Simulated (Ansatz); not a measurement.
# C6H8Sn: a ladder of functionals and wavefunction methods

One table from this session's results is given with a row withheld; the runs are named, their logs left out.

Method: functionals in def2-TZVPP, the program's frozen cores in correlated methods; program: Ansatz 0.2.0, Gaussian basis.

Levels to be run: LDA (SPW92), PBE-D4, revPBE-D4, BLYP-D4, r2SCAN-D4, B97M-V, PBE0-D4, B3LYP-D4, r2SCANh-D4, r2SCAN0-D4, HSE06-D4, BHLYP-D4, CAM-B3LYP-D4, LC-ωPBE, ωB97X-V, ωB97M-V, B2PLYP, PBE-QIDH; CCSD(T)/def2-SVP; CCSD(T)/def2-TZVPP; MP2/def2-QZVPP; extrapolation to the limit; RPA on PBE.

## The geometry

The geometry comes from an earlier relaxation with PBE0-D4 in a triple-zeta def2 set; it is a stationary point, not always the lowest conformer. Sn takes the def2 core potential; no spin-orbit term is included.

SMILES `[SnH3][c]1ccccc1`, 15 atoms, charge 0, spin multiplicity 1.

Atoms are counted from 1 here; the program's logs count them from 0.

Bond lengths: Sn1–C2 2.131 Å, Sn1–H8 1.709 Å, Sn1–H9 1.708 Å, Sn1–H10 1.708 Å, C2–C3 1.394 Å, C2–C7 1.393 Å, C3–C4 1.388 Å, C3–H11 1.086 Å, C4–C5 1.387 Å, C4–H12 1.084 Å, C5–C6 1.387 Å, C5–H13 1.084 Å, C6–C7 1.388 Å, C6–H14 1.084 Å, C7–H15 1.086 Å. Angles: C2–Sn1–H8 110.7°, C2–Sn1–H9 108.8°, C2–Sn1–H10 109.3°, H8–Sn1–H9 109.0°, H8–Sn1–H10 108.7°, H9–Sn1–H10 110.4°, Sn1–C2–C3 120.9°, Sn1–C2–C7 120.6°, C3–C2–C7 118.6°, C2–C3–C4 120.8°, C2–C3–H11 120.3°, C4–C3–H11 118.9°, C3–C4–C5 120.0°, C3–C4–H12 119.9°, C5–C4–H12 120.1°, C4–C5–C6 119.8°, C4–C5–H13 120.1°, C6–C5–H13 120.1° and more.

Geometry (Å):

```xyz
15
charge 0, multiplicity 1
Sn   -1.1192    0.0746    2.3973
C    -0.2204    0.0050    0.4665
C     0.9436   -0.7289    0.2462
C     1.5346   -0.7633   -1.0088
C     0.9672   -0.0631   -2.0629
C    -0.1926    0.6688   -1.8586
C    -0.7813    0.7011   -0.6022
H    -0.3961    1.2894    3.3572
H    -2.7808    0.4255    2.2173
H    -0.9104   -1.4327    3.1727
H     1.4009   -1.2883    1.0565
H     2.4397   -1.3401   -1.1639
H     1.4275   -0.0902   -3.0441
H    -0.6423    1.2155   -2.6800
H    -1.6922    1.2755   -0.4638
```

The first run:

Contents of in.yaml:

```yaml
crystal:
  periodic: [false, false, false]
  atoms:
    - {symbol: Sn, position_ang: [-1.119245, 0.074574, 2.397328]}
    - {symbol: C, position_ang: [-0.220354, 0.005021, 0.466506]}
    - {symbol: C, position_ang: [0.943589, -0.728878, 0.246158]}
    - {symbol: C, position_ang: [1.534581, -0.763290, -1.008824]}
    - {symbol: C, position_ang: [0.967195, -0.063123, -2.062911]}
    - {symbol: C, position_ang: [-0.192561, 0.668849, -1.858564]}
    - {symbol: C, position_ang: [-0.781336, 0.701141, -0.602204]}
    - {symbol: H, position_ang: [-0.396086, 1.289424, 3.357209]}
    - {symbol: H, position_ang: [-2.780817, 0.425517, 2.217308]}
    - {symbol: H, position_ang: [-0.910389, -1.432663, 3.172652]}
    - {symbol: H, position_ang: [1.400915, -1.288306, 1.056505]}
    - {symbol: H, position_ang: [2.439660, -1.340075, -1.163913]}
    - {symbol: H, position_ang: [1.427496, -0.090206, -3.044073]}
    - {symbol: H, position_ang: [-0.642347, 1.215512, -2.680002]}
    - {symbol: H, position_ang: [-1.692199, 1.275501, -0.463773]}
basis:
  gaussian: {orbitals: def2-TZVPP}
hamiltonian: {xc: lda}
output: {orbitals: {seedname: orbitals}}
```

Steps of the session up to this table: LDA; PBE-D4 (GGA); revPBE-D4 (GGA); BLYP-D4 (GGA); r2SCAN-D4 (meta-GGA); B97M-V (meta-GGA); PBE0-D4 (hybrid); B3LYP-D4 (hybrid); r2SCANh-D4 (hybrid); r2SCAN0-D4 (hybrid); HSE06-D4 (hybrid); BHLYP-D4 (hybrid); CAM-B3LYP-D4 (range-separated); LC-ωPBE (range-separated); ωB97X-V (range-separated); ωB97M-V (range-separated); B2PLYP (double hybrid); PBE-QIDH (double hybrid).

One of the session's tables, all rows but one given; the rest of the session is left out.

It belongs to the step «Orbital energies across the functionals». 

| functional | HOMO (eV) | gap (eV) |
| --- | --- | --- |
| LDA (SPW92) | -6.59 | 4.93 |
| PBE-D4 | -6.41 | 4.96 |
| revPBE-D4 | -6.34 | 4.98 |
| BLYP-D4 | -6.21 | 4.94 |
| r2SCAN-D4 | -6.58 | 5.31 |
| B97M-V | -6.56 | 5.33 |
| PBE0-D4 | -7.37 | 6.82 |
| B3LYP-D4 | -7.15 | 6.42 |
| r2SCANh-D4 | -6.95 | 6.01 |
| r2SCAN0-D4 | -7.50 | 7.04 |
| HSE06-D4 | -6.98 | 6.06 |
| BHLYP-D4 | ? | ? |
| CAM-B3LYP-D4 | -8.55 | 9.09 |
| LC-ωPBE | -9.85 | 11.39 |
| ωB97X-V | -9.51 | 11.02 |
| ωB97M-V | -9.43 | 10.85 |

Estimate the missing values for BHLYP-D4.

Worked estimate for «HOMO (eV)». Against the share of exact exchange, BLYP-D4 (0, -6.21), B3LYP-D4 (0.2, -7.15) give a slope of -4.70 per unit share; at 0.5 the line stands at -8.56.

As computed: HOMO (eV): -8.14; gap (eV): 8.60. In «HOMO (eV)» the line misses by -0.42.
